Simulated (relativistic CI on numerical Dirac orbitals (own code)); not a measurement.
**Ru⁵⁺ (4d3) in crystal fields: levels and magnetism**

Aim: the levels, ground state and powder susceptibility of Ru⁵⁺ in 6 parametric crystal fields.

Method: Dirac-Coulomb-Breit CI, KLI orbitals optimised for each configuration, model QED (radiative potential, 1s self-energy scaled to tabulated hydrogen-like ionisation energies), valence Slater integrals scaled by 0.7, one configuration in a parametric crystal field. Code: relativistic CI on numerical Dirac orbitals (own code) version 1.

## Step 1: What is computed

```
ion            : Ru⁵⁺ (Ru VI)
nuclear charge : 44
electrons      : 39
open shell     : 4d3
Slater scale   : 0.7
field 1 (cm⁻¹) : D3d, 10Dq = 37150, Dsigma = -1200, Dtau = 230
field 2 (cm⁻¹) : D3d, 10Dq = 37150, Dsigma = -980, Dtau = 230
field 3 (cm⁻¹) : D3d, 10Dq = 37150, Dsigma = -760, Dtau = 230
field 4 (cm⁻¹) : D3d, 10Dq = 37150, Dsigma = -550, Dtau = 230
field 5 (cm⁻¹) : D3d, 10Dq = 37150, Dsigma = -330, Dtau = 230
field 6 (cm⁻¹) : D3d, 10Dq = 37150, Dsigma = -110, Dtau = 230
```

The outer shells:

[Kr] 4d3
```
[Kr] core
4d [↑ ][↑ ][↑ ][  ][  ]
```

## Step 2: Field 1: D3d, 10Dq = 37150, Dsigma = -1200, Dtau = 230

Input settings:

```ini
atom Ru  Z=44  charge=5  electrons=39
nucleus A=102  rms_radius_fm=4.4809
hamiltonian dirac-coulomb  breit=on  qed=on  c_scale=1
orbitals kli  potential=per-configuration
slater_scale 0.7
correlation none
mixing on
configurations
  [Kr] 4d3
end
crystal_field D3d 10Dq=37150 Dsigma=-1200 Dtau=230
```

## Step 3: Field 2: D3d, 10Dq = 37150, Dsigma = -980, Dtau = 230

The settings differ from step 2 so:

```diff
@@ -10,2 +10,2 @@
 end
-crystal_field D3d 10Dq=37150 Dsigma=-1200 Dtau=230
+crystal_field D3d 10Dq=37150 Dsigma=-980 Dtau=230
```

## Step 4: Field 3: D3d, 10Dq = 37150, Dsigma = -760, Dtau = 230

The settings differ from step 3 so:

```diff
@@ -10,2 +10,2 @@
 end
-crystal_field D3d 10Dq=37150 Dsigma=-980 Dtau=230
+crystal_field D3d 10Dq=37150 Dsigma=-760 Dtau=230
```

## Step 5: Field 4: D3d, 10Dq = 37150, Dsigma = -550, Dtau = 230

The settings differ from step 4 so:

```diff
@@ -10,2 +10,2 @@
 end
-crystal_field D3d 10Dq=37150 Dsigma=-760 Dtau=230
+crystal_field D3d 10Dq=37150 Dsigma=-550 Dtau=230
```

## Step 6: Field 5: D3d, 10Dq = 37150, Dsigma = -330, Dtau = 230

The settings differ from step 5 so:

```diff
@@ -10,2 +10,2 @@
 end
-crystal_field D3d 10Dq=37150 Dsigma=-550 Dtau=230
+crystal_field D3d 10Dq=37150 Dsigma=-330 Dtau=230
```

## Step 7: Field 6: D3d, 10Dq = 37150, Dsigma = -110, Dtau = 230

The settings differ from step 6 so:

```diff
@@ -10,2 +10,2 @@
 end
-crystal_field D3d 10Dq=37150 Dsigma=-330 Dtau=230
+crystal_field D3d 10Dq=37150 Dsigma=-110 Dtau=230
```

(Steps that only read results are left out.)

What does the calculation give? Wanted: ground spin; ground doublet.

As calculated:

| field | ground state | degeneracy | S | J | first gap (cm⁻¹) | stabilisation (cm⁻¹) | χT at 2 K | χT at 300 K |
| --- | --- | --- | --- | --- | --- | --- | --- | --- |
| 1: D3d | G4 | 2 | 1.49 | 3.39 | 35 | -42810 | 1.054 | 1.692 |
| 2: D3d | G4 | 2 | 1.50 | 3.39 | 30 | -42752 | 1.064 | 1.693 |
| 3: D3d | G4 | 2 | 1.50 | 3.40 | 25 | -42702 | 1.078 | 1.694 |
| 4: D3d | G4 | 2 | 1.50 | 3.40 | 20 | -42662 | 1.099 | 1.694 |
| 5: D3d | G4 | 2 | 1.50 | 3.40 | 14 | -42628 | 1.137 | 1.694 |
| 6: D3d | G4 | 2 | 1.50 | 3.40 | 8 | -42603 | 1.225 | 1.694 |

χT is in cm³ K/mol; stabilisation counts from the free ion's lowest level; S and J come from the expectation values of their squares.

| quantity | value |
| --- | --- |
| ground spin (effective S from ⟨S²⟩) | 1: 1.49, 2: 1.50, 3: 1.50, 4: 1.50, 5: 1.50, 6: 1.50 |
| χT at 300 K | 1.69 to 1.69 cm³ K/mol |
| ground doublet | field 6, g = 1.90, 3.78, 3.78 |

What this shows: All fields leave the ground state at S = 3/2. The field is a set of parameters, without covalency or charge transfer.
